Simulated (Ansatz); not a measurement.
# BaMn2Sb2: the cost of one run

Computed with Ansatz 0.2.0 (DFT LDA, scalar-relativistic, plane waves, PAW, unless a step's input says otherwise).

## 1. Starting point

Symmetry: I4/mmm, No. 139, tetragonal system. Conventional cell: a = 3.980 Å, b = 3.980 Å, c = 14.208 Å, α = 90.00°, β = 90.00°, γ = 90.00°. Around Ba (site symmetry 4/mmm) lie 8 Sb at 3.44 Å. Around Mn (site symmetry -4m2) lie 4 Sb at 2.54 Å and 4 Mn at 2.81 Å. Sb (site symmetry 4mm) has 4 Mn at 2.54 Å as nearest neighbours.

As a file:

```xyz
5
Lattice="-1.9899 1.9899 7.1042 1.9899 -1.9899 7.1042 1.9899 1.9899 -7.1042" Properties=species:S:1:pos:R:3 pbc="T T T"
Ba    0.0000    0.0000    0.0000
Mn    0.0000    1.9899    3.5521
Mn    1.9899    0.0000    3.5521
Sb    0.0000    0.0000    5.1229
Sb    0.0000    0.0000    9.0855
```

An earlier run at LDA left this cell at 22.505 Å³/atom and 0.01 GPa (14×14×14 mesh).

## 2. Antiferromagnetic, in the cell as typed

input.yaml reads:

```yaml
crystal:
  lattice:
    - [-1.9899211252, 1.9899211252, 7.1042263381]
    - [1.9899211252, -1.9899211252, 7.1042263381]
    - [1.9899211252, 1.9899211252, -7.1042263381]
  atoms:
    - { symbol: Ba, position: [0.0, 0.0, 0.0] }
    - { symbol: Mn, position: [0.75, 0.25, 0.5], spin: 3.5 }
    - { symbol: Mn, position: [0.25, 0.75, 0.5], spin: -3.5 }
    - { symbol: Sb, position: [0.3605553666, 0.3605553666, 0.0] }
    - { symbol: Sb, position: [0.6394446334, 0.6394446334, 0.0] }
basis:
  ecutwfc: 420
  ecutrho_ratio: 4
kpoints:
  mp_grid: { grid: [14, 14, 14] }
hamiltonian:
  xc: lda
scf:
  occupations: { method: gaussian, width: 0.05 }
  lower_state_search: "off"
output:
  forces: true
  stress: true
  eigenvalues: true
  populations: true
magnetization:
  spin_polarized: true
```

Started as:

```console
$ ansatz run input.yaml --threads 4 --pin off --max-ram 10240MiB --backend cpu --events-out ev --progress --plain --runs-dir out
```

What time and memory should one allow on 4 threads of Intel Xeon Platinum 8488C (Sapphire Rapids), shared host?

About 92 s, with a peak of 1.9 GiB.
